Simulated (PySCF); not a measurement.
**[Yb(PH3)]2+: other functionals and bases at one geometry**

How far do other levels of theory move the description of [Yb(PH3)]2+, and what does each cost? The species was built from a template and needn't be a known compound.

Program: PySCF 2.14.0. Level of theory: several levels, as the steps say, no spin–orbit coupling. These are calculated values, not measurements.

1 further run of the same task is left out (for a known fault of the program).

## Step 1: Starting geometry

5 atoms, charge 2, spin multiplicity 1.

Bond lengths: Yb1–P2 3.046 Å, P2–H3 1.418 Å, P2–H4 1.418 Å, P2–H5 1.418 Å. Angles: Yb1–P2–H3 116.0°, Yb1–P2–H4 116.0°, Yb1–P2–H5 116.0°, H3–P2–H4 102.3°, H3–P2–H5 102.3°, H4–P2–H5 102.3°.

Geometry (Å):

```xyz
5
charge 2, multiplicity 1
Yb    0.0000    0.0000   -0.4666
P     0.0000    0.0000    2.5798
H     1.2748    0.0000    3.2007
H    -0.6374    1.1040    3.2007
H    -0.6374   -1.1040    3.2007
```

Formal oxidation states: Yb +2. Each metal's 14 4f electrons lie in its core potential, so multiplicities, spins and levels count the valence alone. An earlier session relaxed this geometry at PBE0, Yb lcecp-0-SVP with ECP60, P def2-SVP, H def2-SVP (singlet, point group C3v).

At PBE0 on the finer grid: E = -375.278978 Eh, frontier levels not given, since the 4f levels lie in the core, Mulliken charge on Yb1 +1.58 e, largest force component 0.011 eV/Å. 

Levels to run: revPBE; CAM-B3LYP; PBE0, TZVP. Hardware: 2 threads of Arm Neoverse V2, shared host.

## Step 2: revPBE

run.py (the lines that set the calculation) reads:

```python
mol = gto.M(atom='''
Yb     0.00000     0.00000    -0.46660
P      0.00000     0.00000     2.57977
H      1.27475     0.00000     3.20066
H     -0.63737     1.10397     3.20066
H     -0.63738    -1.10396     3.20066''',
    basis={'Yb': 'lcecp-0-SVP', 'P': 'def2-SVP', 'H': 'def2-SVP'},
    ecp={'Yb': 'lcecp-0-SVP'},
    charge=2, spin=0)
mf = dft.RKS(mol, xc='PBE_R,PBE')
mf.grids.atom_grid = (75, 302)  # f atoms: unpruned, at least (60, 302)
mf = mf.density_fit()  # fitting sets: Yb AutoAux, P def2-universal-JKFIT, H def2-universal-JKFIT
mf.conv_tol = 1e-08; mf.max_cycle = 55
mf.kernel(dm0)  # dm0: the density of the relaxed state
```

On the command line:

```sh
> OMP_NUM_THREADS=2 python run.py
```

## Step 3: CAM-B3LYP

Changes to run.py (the lines that set the calculation) since step 2:

```diff
@@ -9,3 +9,3 @@
     charge=2, spin=0)
-mf = dft.RKS(mol, xc='PBE_R,PBE')
+mf = dft.RKS(mol, xc='CAMB3LYP')
 mf.grids.atom_grid = (75, 302)  # f atoms: unpruned, at least (60, 302)
```

## Step 4: PBE0, TZVP

Basis: Yb lcecp-0-TZVP with ECP60, P def2-TZVP, H def2-TZVP. 

run.py (the lines that set the calculation) reads:

```python
mol = gto.M(atom='''
Yb     0.00000     0.00000    -0.46660
P      0.00000     0.00000     2.57977
H      1.27475     0.00000     3.20066
H     -0.63737     1.10397     3.20066
H     -0.63738    -1.10396     3.20066''',
    basis={'Yb': 'lcecp-0-TZVP', 'P': 'def2-TZVP', 'H': 'def2-TZVP'},
    ecp={'Yb': 'lcecp-0-TZVP'},
    charge=2, spin=0)
mf = dft.RKS(mol, xc='PBE0')
mf.grids.atom_grid = (75, 302)  # f atoms: unpruned, at least (60, 302)
mf = mf.density_fit()  # fitting sets: Yb AutoAux, P def2-universal-JKFIT, H def2-universal-JKFIT
mf.conv_tol = 1e-08; mf.max_cycle = 55
mf.kernel(dm0)  # dm0: free metal ions and neutral atoms
```

**Question.** What will these runs give? Wanted: for each run, charge on Yb1; dipole; largest force.

As calculated:

| level | state | charge on Yb1 (e) | dipole (D) | largest force (eV/Å) | basis functions | time |
| --- | --- | --- | --- | --- | --- | --- |
| PBE0 (relaxed here) | singlet | 1.58 | 1.04 | 0.01 | 64 | 3.3 s |
| revPBE | singlet | 1.55 | 1.36 | 0.22 | 64 | 1.7 s |
| CAM-B3LYP | singlet | 1.57 | 0.91 | 0.17 | 64 | 2 s |
| PBE0, TZVP | singlet | 1.68 | 1.18 | 0.20 | 102 | 3.8 s |

Times are on 2 threads of Arm Neoverse V2, shared host; the first row also made further properties. The dipole of a charged species depends on the origin, so these sizes hold for this origin alone.

The largest leftover force, 0.22 eV/Å with revPBE, stands at a geometry relaxed at another level. The Mulliken charge on Yb spans +1.55 to +1.68 e over the levels. With 4f in the core, its levels are missing from HOMO and gap. Total energies of different levels can't be compared. Spin–orbit coupling is left out throughout.
